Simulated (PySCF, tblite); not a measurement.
# C₈H₁₁ radical: geometry, infrared bands and EPR parameters

Aim: predict the infrared bands and EPR parameters of C₈H₁₁ radical (`[H]/[C]=C\[C@@]12CCC[C@@H]1C2`).

Programs: tblite 0.8.0 and PySCF 2.14.0, with density-fitted response routines of our own. Each step states its level of theory. These are calculated values for one molecule in the gas phase, unless marked as measured. Atoms are numbered from 0 throughout.

### Step 1. The molecule as given

19 atoms, charge 0, multiplicity 2; geometry from: force field or distance geometry start.

Bonds of the start (Å): C0–C1 1.29, C1–C2 1.48, C2–C3 1.50, C3–C4 1.54, C4–C5 1.53, C5–C6 1.50, C6–C7 1.51, C6–C2 1.50, C7–C2 1.52, C0–H8 1.07, C1–H9 1.07, C3–H10 1.11, C3–H11 1.09, C4–H12 1.09, C4–H13 1.09, C5–H14 1.09, C5–H15 1.11, C6–H16 1.08, C7–H17 1.08, C7–H18 1.09.

### Step 2. Optimising the geometry with GFN2-xTB

Job settings and geometry (Å):

```
{"job": {"kind": "relax", "xc": "GFN2-xTB", "basis": "xTB"}, "charge": 0, "multiplicity": 2}
C     -2.812800    -0.609600    -0.724800
C     -1.745800     0.069700    -0.996900
C     -0.593100    -0.025400    -0.070100
C      0.330700    -1.202200    -0.214700
C      1.674300    -0.738600     0.372300
C      1.688500     0.775700     0.122300
C      0.251300     1.194000     0.144000
C     -0.680100     0.747300     1.239800
H     -3.700800    -1.161300    -0.500200
H     -1.665800     0.647200    -1.894200
H     -0.046700    -2.087700     0.330800
H      0.453200    -1.482000    -1.260300
H      2.523700    -1.244400    -0.082500
H      1.712600    -0.940400     1.439700
H      2.118600     1.005200    -0.857200
H      2.279200     1.300000     0.897000
H      0.048300     2.122000    -0.364300
H     -0.282100     0.283000     2.132000
H     -1.563200     1.356600     1.433300
```

Command:

```sh
> OMP_NUM_THREADS=1 python probes_run.py task.json out
```

The driver reads the jobs from task.json and runs them one after another.

**Question.** This job is followed by: GFN2-xTB harmonic vibrations, gas phase; UKS B3LYP, pcH-1 on C H, non-relativistic, mean-field spin-orbit, GIAO. Predict these results of the whole session: strongest single infrared mode (GFN2-xTB); zero-point energy (GFN2-xTB); g(iso) (B3LYP); ⟨S²⟩; largest a(iso); potential on the surface of density 0.002 e/bohr³, 1st and 99th percentile.

The runs gave:

| quantity | value |
| --- | --- |
| strongest single infrared mode (GFN2-xTB) | 2993 cm⁻¹, 88 km/mol |
| zero-point energy (GFN2-xTB) | 101.8 kcal/mol |
| g(iso) (B3LYP) | 2.00223 |
| ⟨S²⟩ | 0.759 (exact 0.75) |
| largest a(iso) | 13C on C0, 318.1 MHz |
| potential on the surface of density 0.002 e/bohr³, 1st and 99th percentile | -0.71 V and 0.87 V |

**Reading.** The optimisation took 58 steps and gained 0.317 eV; among the close pairs (by a distance rule), C1–C2 changed most, from 1.482 to 1.509 Å. The lowest mode is imaginary (73i cm⁻¹), so the xTB geometry is not a minimum: the zero-point energy counts the real modes alone, and all values at this geometry belong to a saddle point. GFN2-xTB is a fitted tight-binding method: band positions and strengths are rough. Its intensities can rank the bands wrongly. C0 carries the largest spin population, 1.04 e. The isotropic g lies 0.1 ppt below the free-electron value. These values are for one conformer; the search (at its own cheap level) found 1 more, at 0.83 kcal/mol, and measured spectra average over such forms.
